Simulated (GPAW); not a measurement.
A run of GPAW 26.7.0:

File run.py:

```python
from ase import Atoms
from ase.dft.bandgap import bandgap
from ase.io import write
from ase.units import GPa
from ase.parallel import parprint
from gpaw import GPAW, PW

atoms = Atoms(['Ni', 'Mo', 'Pd', 'Ir', 'W'],
              cell=[[2.7661622383, 0.0, 0.0],
                    [-1.3830811191, 2.3955667693, 0.0],
                    [0.0, 0.0, 11.02292]],
              scaled_positions=[[0.33333, 0.66667, 0.59712],
                                [-0.0000033333, 0.0000033333, 0.41074],
                                [0.6666633333, 0.3333366667, 0.7952],
                                [0.6666633333, 0.3333366667, 0.1996],
                                [0.33333, 0.66667, 0.99734]],
              pbc=True)
atoms.set_initial_magnetic_moments([1.0, 1.0, 0.0, 0.6, 0.0])

calc = GPAW(mode=PW(600),
            xc='MGGA_X_R2SCAN+MGGA_C_R2SCAN',
            kpts={'size': (8, 8, 2), 'gamma': True},
            occupations={'name': 'fermi-dirac', 'width': 0.05},
            nbands=64,
            convergence={'density': 1e-05, 'energy': 1e-05},
            maxiter=150,
            txt='gpaw.txt')
atoms.calc = calc
energy = atoms.get_potential_energy()
forces = atoms.get_forces()
stress = atoms.get_stress()
calc.write('gs.gpw')
write('result.traj', atoms)
parprint(f'Energy: {energy:.6f} eV')
parprint('Forces (eV/A):')
parprint(forces.round(4))
parprint('Stress (GPa):', (stress / GPa).round(3))
parprint('Moments:', calc.get_magnetic_moments().round(3))
parprint('Fermi level:', round(calc.get_fermi_level(), 4), 'eV')
parprint(f'Gap: {bandgap(calc)[0]:.4f} eV, direct: {bandgap(calc, direct=True)[0]:.4f} eV')

path = atoms.cell.bandpath('GMKGALHA,LM,KH', npoints=60, eps=1e-4)
bs_calc = calc.fixed_density(kpts=path, symmetry='off', nbands=87,
                             convergence={'bands': 'CBM+6.0', 'eigenstates': 1e-6}, txt='bands.txt')
bs = bs_calc.band_structure()
bs.write('bs.json')
parprint(f'Gap on the path: {bandgap(bs_calc)[0]:.4f} eV')
```

Potentials or basis: GPAW PAW data sets (gpaw-data 1.2.1), pw.

Launch:

```console
$ OMP_NUM_THREADS=1 mpirun -n 8 gpaw python run.py
```

Hardware: 8 MPI ranks on Intel(R) Xeon(R) Platinum 8488C (Sapphire Rapids), on a shared host.

Problem. How long does it take, and how much memory?

Solution. Run time: 4.7 min on 8 MPI ranks on Intel(R) Xeon(R) Platinum 8488C (Sapphire Rapids), on a shared host, peak memory 0.47 GiB a rank. Counts: scf iterations 37, plane waves 2505, bands 64, k points 42.
